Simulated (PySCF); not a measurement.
# C6H4BrCl (4-bromochlorobenzene): the cost of one run

Programs: PySCF 2.14.0, with routines of our own; each step states its level. All values are computed. Atoms count from 0.

## 1. The system as given

12 atoms, charge 0, multiplicity 1; geometry from: GFN2-xTB.

## 2. Optimising the geometry at PBE0-D3(BJ)/def2-SVP

What the job is given:

```
{"job": {"xc": "PBE0", "basis": "def2-SVP", "d3": "d3bj", "grid": 2, "kind": "geom"}, "charge": 0, "multiplicity": 1}
Cl    -3.116521     0.039975    -0.013662
C     -1.390386     0.018084    -0.007147
C     -0.689660     1.215410    -0.007349
C      0.693075     1.197723    -0.002678
C      1.357209    -0.017730     0.001777
Br     3.258983    -0.042611     0.007158
C      0.661890    -1.215553     0.002655
C     -0.720783    -1.196870    -0.001068
H     -1.220405     2.154103    -0.011851
H      1.249549     2.122018    -0.001922
H      1.194135    -2.153981     0.007451
H     -1.275889    -2.121252     0.000608
```

Started as:

```console
$ OMP_NUM_THREADS=1 python excited_run.py task.json out
```

One launch serves the whole session: the jobs run in the order shown.

Q: Estimate the wall time and peak memory of this first job on 1 thread of Arm Neoverse V2, shared host.

About 50 s, with a peak of 0.82 GiB.
